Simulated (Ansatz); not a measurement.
**Ge₂H₂ (singlet): the correlation ladder, cc-pVTZ**

One table from this session's results is given with a row withheld; the runs are named, their logs left out.

The runs use Ansatz 0.2.0, Gaussian basis; cc-pVTZ, core rule «outside noble gas», up to 28 orbitals frozen.

The runs, in order: UHF; CCSD(T) on RHF; CCSD(T) on UHF; BCCD(T) on RHF; CCSDT(Q) on RHF; CCSDT(Q) on UHF; CASSCF and MRCISD+Q, 10 electrons in 10 orbitals; CASSCF and NEVPT2, 10 electrons in 10 orbitals.

4 further runs of the same task are left out: 4 set aside as unsound or not needed.

**What is computed**

The geometry is a PBE0/def2-TZVP stationary point (not a proven minimum) of the parent state, kept for this charge and spin. No spin-orbit coupling is included. The filled d shell of Ge may be among the frozen orbitals whatever the setting's name suggests; the logs give the count.

4 atoms, charge 0, spin multiplicity 1.

Atoms are counted from 1 here; the program's logs count them from 0.

Bond lengths: Ge1–Ge2 2.407 Å, Ge1–H3 1.581 Å, Ge2–H4 1.581 Å. Angles: Ge2–Ge1–H3 103.7°, Ge1–Ge2–H4 103.7°.

The first run:

The input, in.yaml:

```yaml
crystal:
  periodic: [false, false, false]
  atoms:
    - {symbol: Ge, position_ang: [0.000000, -0.062489, 1.201709]}
    - {symbol: Ge, position_ang: [0.000000, 0.062489, -1.201709]}
    - {symbol: H, position_ang: [0.000000, 1.452439, 1.654456]}
    - {symbol: H, position_ang: [0.000000, -1.452439, -1.654456]}
basis:
  gaussian: {orbitals: cc-pVTZ}
magnetization: {spin_polarized: true, initial_magnetization: 0}
hamiltonian: {xc: hf}
output: {orbitals: {seedname: orbitals}}
```

Command:

```sh
$ ansatz run in.yaml --threads 1 --pin off --events-out ev --progress --plain --max-ram 2816MiB --backend cpu
```

Steps of the session up to this table: UHF; CCSD(T) on RHF; CCSD(T) on UHF; BCCD(T) on RHF; CCSDT(Q) on RHF; CCSDT(Q) on UHF; CASSCF and MRCISD+Q, 10 electrons in 10 orbitals; CASSCF and NEVPT2, 10 electrons in 10 orbitals.

One table of the session follows, with a row left open; its other results are not shown here.

| method | from RCCSDT(Q) (kJ/mol) |
| --- | --- |
| UHF | +563.8 |
| RMP2 | +136.7 |
| UMP2 | +135.8 |
| RCCSD | +54.0 |
| UCCSD | +26.9 |
| RCCSD(T) | +9.6 |
| UCCSD(T) | +0.3 |
| BCCD(T) | +9.9 |
| RCCSDT | +6.1 |
| UCCSDT | -9.5 |
| RCCSDT(Q) | 0 |
| UCCSDT(Q) | -13.4 |
| CASSCF valence | ? |
| NEVPT2 valence | +97.6 |
| MRCISD valence | +36.8 |
| MRCISD+Q valence | +6.0 |

Q: Estimate the row for CASSCF valence from the others.

**Answer.** from RCCSDT(Q) (kJ/mol): +405.9. In the column «from RCCSDT(Q) (kJ/mol)» it lies between RMP2 (+136.7) and UHF (+563.8).

Limits of these values: The determinant is far from a pure spin state, so its energy mixes those of several spin states (harmless only where they are near-degenerate, as at dissociation). Left out of the table: RHF (another determinant or state than the rows shown). The program flags UCCSDT(Q) as in doubt, so those rows may rest on another solution; read them beside their warnings. Warnings: restricted reference is unstable; spin contamination; coupled cluster took another determinant than the lowest; large T1 diagnostic. Restricted and unrestricted rows rest on different reference determinants; where their highest levels disagree by more than a few hundredths of an eV, they describe different states and don't form one ladder.
